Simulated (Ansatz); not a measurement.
# CH8AlFSi: the cost of one run

Method: RKS PBE/def2-SVP, in Ansatz 0.2.0.

### 1 Starting point

Bond lengths: Al1–Si2 2.708 Å, Al1–C3 1.982 Å, Al1–F4 1.650 Å, Al1–H5 1.735 Å, Si2–H7 1.480 Å, Si2–H8 1.477 Å, Si2–H9 1.472 Å, C3–H10 1.094 Å, C3–H11 1.098 Å, C3–H12 1.093 Å. Angles (14 of 18 angles, heavy atoms first): Si2–Al1–C3 116.0°, Si2–Al1–F4 118.9°, C3–Al1–F4 120.2°, Al1–Si2–H7 113.2°, Al1–Si2–H8 118.6°, Al1–Si2–H9 113.1°, Si2–Al1–H5 43.6°, C3–Al1–H5 134.3°, F4–Al1–H5 102.3°, Al1–C3–H10 109.2°, Al1–C3–H11 111.9°, Al1–C3–H12 113.4°, H7–Si2–H8 103.2°, H7–Si2–H9 103.3°.

As a file:

```xyz
12

Al   -0.9228    0.1283    0.0073
Si    1.4396   -0.1564    1.3006
C    -0.9759   -0.5311   -1.8610
F    -2.3109    0.2198    0.8944
H     0.1546    1.1557    0.8991
H    -0.4447    1.9221    0.7703
H     2.5374    0.6274    0.6904
H     1.5135    0.2146    2.7283
H     1.9521   -1.5361    1.2708
H    -0.5158   -1.5223   -1.9063
H    -2.0051   -0.6230   -2.2336
H    -0.4221    0.1009   -2.5603
```

### 2 A restrained relaxation towards end A

Springs on the bonds that form and break draw the guess towards this end; the thresholds are loose.

Input file input.yaml:

```yaml
crystal:
  periodic: [false, false, false]
  atoms:
    - { symbol: Al, position_ang: [-0.9228, 0.1283, 0.0073] }
    - { symbol: Si, position_ang: [1.4396, -0.1564, 1.3006] }
    - { symbol: C, position_ang: [-0.9759, -0.5311, -1.861] }
    - { symbol: F, position_ang: [-2.3109, 0.2198, 0.8944] }
    - { symbol: H, position_ang: [0.1546, 1.1557, 0.8991] }
    - { symbol: H, position_ang: [-0.4447, 1.9221, 0.7703] }
    - { symbol: H, position_ang: [2.5374, 0.6274, 0.6904] }
    - { symbol: H, position_ang: [1.5135, 0.2146, 2.7283] }
    - { symbol: H, position_ang: [1.9521, -1.5361, 1.2708] }
    - { symbol: H, position_ang: [-0.5158, -1.5223, -1.9063] }
    - { symbol: H, position_ang: [-2.0051, -0.623, -2.2336] }
    - { symbol: H, position_ang: [-0.4221, 0.1009, -2.5603] }
basis:
  gaussian: { orbitals: def2-SVP }
hamiltonian:
  xc: pbe
relax:
  f_tol: 0.15
  max_steps: 25
  restrain:
    - { distance: [0, 5], at: 2.82, k: 30.0 }
    - { distance: [4, 1], at: 2.72, k: 30.0 }
    - { distance: [0, 1], at: 2.32, k: 30.0 }
    - { distance: [4, 5], at: 0.62, k: 30.0 }
output:
  orbitals: {}
```

The run is started by

```console
ansatz run input.yaml --threads 2 --pin off --max-ram 3072MiB --backend cpu --events-out ev --progress --plain --runs-dir out
```

**Question.** How long does this run take on 2 threads of AMD EPYC 7R43 (Zen 3), shared host, and how much memory does it need?

About 23 s, with a peak of 0.16 GiB.
